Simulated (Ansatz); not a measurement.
CH4OSn, SMILES [CH3][Sn][OH], a search for lower mean-field states

Computed with Ansatz 0.2.0, Python API.

`states_ch4osn.py`:
```python
import ansatz as az
import numpy as np

BASIS_SET = "def2-SVP"
XC = "b3lyp"
VDW = "d4"

molecule = (
    az.Crystal.molecule()
    .atom("C", (-0.8544, 0.472, -0.2408))
    .atom("Sn", (1.1688, 0.2471, -0.7195))
    .atom("O", (1.834, -1.3235, 0.2481))
    .atom("H", (-1.3946, -0.377, -0.5595))
    .atom("H", (-1.2923, 1.3922, -0.8168))
    .atom("H", (-1.0184, 0.6922, 0.8379))
    .atom("H", (1.6182, -1.171, 1.2049))
)
symbols = [site.symbol for site in molecule.cartesian_sites]

start = np.array([site.position_ang for site in molecule.cartesian_sites])
for factor in [1.0, 1.25, 1.6]:
    xyz = (start - start.mean(axis=0)) * factor
    scaled = az.Crystal.molecule()
    for symbol, place in zip(symbols, xyz):
        scaled = scaled.atom(symbol, place.tolist())
    setup = scaled.calculation().basis(gaussian=BASIS_SET).functional(XC, dispersion=VDW).spin("collinear")
    for search in ("off", "standard"):
        try:
            rep = setup.scf(lower_state_search=search).run(threads=1).report
        except az.AnsatzError as error:
            print(f"x{factor} search {search}: {type(error).__name__}")
            continue
        state = rep["mean_field"]["state"]
        print(f"all distances x{factor}, search {search:8s} E = {rep['free_energy_ev']:.5f} eV  <S^2> = {abs(state['spin_squared']):.3f}  other states met: {len(rep['mean_field']['others'])}")
```

```console
$ python states_ch4osn.py
all distances x1.0, search off      E = -8980.05186 eV  <S^2> = 0.000  other states met: 0
all distances x1.0, search standard E = -8980.05186 eV  <S^2> = 0.000  other states met: 1
all distances x1.25, search off      E = -8975.57902 eV  <S^2> = 0.000  other states met: 0
all distances x1.25, search standard E = -8975.57902 eV  <S^2> = 0.000  other states met: 1
all distances x1.6, search off      E = -8965.09158 eV  <S^2> = 0.000  other states met: 0
all distances x1.6, search standard E = -8965.26626 eV  <S^2> = 0.758  other states met: 13
```

What to keep in mind:
- Total energies depend on the basis set; only differences at equal settings carry meaning.
- The count of other states can hold repeated and symmetry-equivalent ends of the search; scaling all distances is a test, and for more than two atoms no physical path.
- The geometry comes from a force field and isn't relaxed at this level.
- def2 sets replace the cores of elements past krypton by effective core potentials.
- The expectation value of S² is noticeably off S(S+1) in at least one run, so that state is spin-contaminated.
- b3lyp holds the VWN-RPA fit, as in Gaussian; the form of ORCA and Turbomole is b3lyp5.
- Timing: 37 s on 1 thread of Arm Neoverse V2, with other jobs on the host, peak memory 0.26 GiB.
